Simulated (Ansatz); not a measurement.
# Cl₄H₂O₂W: taking an electron away

Aim: the vertical ionisation energy of Cl₄H₂O₂W, as cation minus neutral at the neutral's geometry, on several levels, and how well −ε(HOMO) stands in for it.

Computed with Ansatz 0.2.0, Gaussian basis. Level: unrestricted cation, the program's frozen cores in correlated methods.

Levels to be run: UKS PBE-D4/def2-TZVPP; UKS r2SCAN-D4/def2-TZVPP; UKS PBE0-D4/def2-TZVPP; UKS B3LYP-D4/def2-TZVPP; UKS wB97X-V/def2-TZVPP; UKS wB97M-V/def2-TZVPP; UKS B2PLYP/def2-TZVPP; UHF-CCSD(T)/def2-TZVPP; UHF-MP2/def2-QZVPP; extrapolation to the limit; then −ε(HOMO) from the neutral's earlier runs with LDA (SPW92), PBE-D4, revPBE-D4, BLYP-D4, r2SCAN-D4, B97M-V, PBE0-D4, B3LYP-D4, r2SCANh-D4, r2SCAN0-D4, HSE06-D4, BHLYP-D4, CAM-B3LYP-D4, LC-ωPBE, ωB97X-V, ωB97M-V.

### 1 Structure used throughout

The geometry comes from an earlier relaxation with PBE0-D4 in a triple-zeta def2 set; it is a stationary point, not always the lowest conformer. W takes the def2 core potential; no spin-orbit term is included.

9 atoms, charge 0, spin multiplicity 1.

Atoms are counted from 1 here; the program's logs count them from 0.

Bond lengths: O1–W2 1.844 Å, O1–H8 0.962 Å, W2–O3 1.844 Å, W2–Cl4 2.388 Å, W2–Cl5 2.311 Å, W2–Cl6 2.280 Å, W2–Cl7 2.311 Å, O3–H9 0.962 Å. Angles: W2–O1–H8 130.6°, O1–W2–O3 162.6°, O1–W2–Cl4 81.3°, O1–W2–Cl5 90.3°, O1–W2–Cl6 98.7°, O1–W2–Cl7 90.3°, O3–W2–Cl4 81.3°, O3–W2–Cl5 90.3°, O3–W2–Cl6 98.7°, O3–W2–Cl7 90.3°, Cl4–W2–Cl5 91.9°, Cl4–W2–Cl6 180.0°, Cl4–W2–Cl7 91.9°, Cl5–W2–Cl6 88.1°, Cl5–W2–Cl7 176.2°, Cl6–W2–Cl7 88.1°, W2–O3–H9 130.6°.

Coordinates:

```xyz
9
charge 0, multiplicity 1
O    -1.7010   -0.5758    0.3115
W    -0.0415    0.2199    0.2004
O     1.6952    0.6068   -0.2832
Cl    0.2886   -1.5290   -1.3920
Cl   -0.8280    1.6598   -1.4278
Cl   -0.3567    1.8897    1.7208
Cl    0.7236   -1.1065    1.9320
H    -2.0610   -1.3384   -0.1507
H     2.2808    0.1736   -0.9109
```

### 2 Cation, UKS PBE-D4/def2-TZVPP

File in.yaml:

```yaml
crystal:
  periodic: [false, false, false]
  atoms:
    - {symbol: O, position_ang: [-1.701029, -0.575832, 0.311480]}
    - {symbol: W, position_ang: [-0.041489, 0.219863, 0.200403]}
    - {symbol: O, position_ang: [1.695161, 0.606751, -0.283198]}
    - {symbol: Cl, position_ang: [0.288648, -1.529032, -1.391988]}
    - {symbol: Cl, position_ang: [-0.827962, 1.659762, -1.427809]}
    - {symbol: Cl, position_ang: [-0.356686, 1.889725, 1.720839]}
    - {symbol: Cl, position_ang: [0.723550, -1.106458, 1.931951]}
    - {symbol: H, position_ang: [-2.060995, -1.338366, -0.150747]}
    - {symbol: H, position_ang: [2.280811, 0.173577, -0.910941]}
basis:
  gaussian: {orbitals: def2-TZVPP}
total_charge: 1
magnetization: {spin_polarized: true, initial_magnetization: 1}
hamiltonian: {xc: pbe, dispersion: d4}
```

Started as:

```
> ansatz run in.yaml --threads 2 --pin off --events-out ev --progress --plain --max-ram 20480MiB --backend cuda --devices 0, --max-vram 18GiB
```

After this run come: Cation, UKS r2SCAN-D4/def2-TZVPP; Cation, UKS PBE0-D4/def2-TZVPP; Cation, UKS B3LYP-D4/def2-TZVPP; Cation, UKS wB97X-V/def2-TZVPP; Cation, UKS wB97M-V/def2-TZVPP; Cation, UKS B2PLYP (frozen core)/def2-TZVPP; Cation, UHF-CCSD(T)/def2-TZVPP; Cation, UHF-MP2/def2-QZVPP.

Before running them: what should the planned runs give, taken together? Wanted: ionisation energy, CCSD(T)/CBS; nearest functional by difference; nearest −ε(HOMO); −ε(HOMO) of PBE; T1 of the cation.

**Answer**, as computed:

```
                        quantity               value
  ionisation energy, CCSD(T)/CBS            10.94 eV
nearest functional by difference  ωB97M-V (+0.01 eV)
                nearest −ε(HOMO)  ωB97X-V (+0.08 eV)
                 −ε(HOMO) of PBE             7.32 eV
                T1 of the cation               0.040
```

In words: By cation minus neutral, the functionals miss by 1.02 eV at most. The PBE orbital energy is 3.6 eV too small: a semilocal HOMO is no ionisation energy. Among orbital estimates ωB97X-V comes nearest. Hartree-Fock falls 0.60 eV short, as the neutral has more correlation energy than the cation. The cation's T1 (from the report) is 0.040, near the customary mark of 0.045 for open shells, so the coupled-cluster value is less safe. Correlated methods include outer-core shells of W, which these sets cover unevenly.
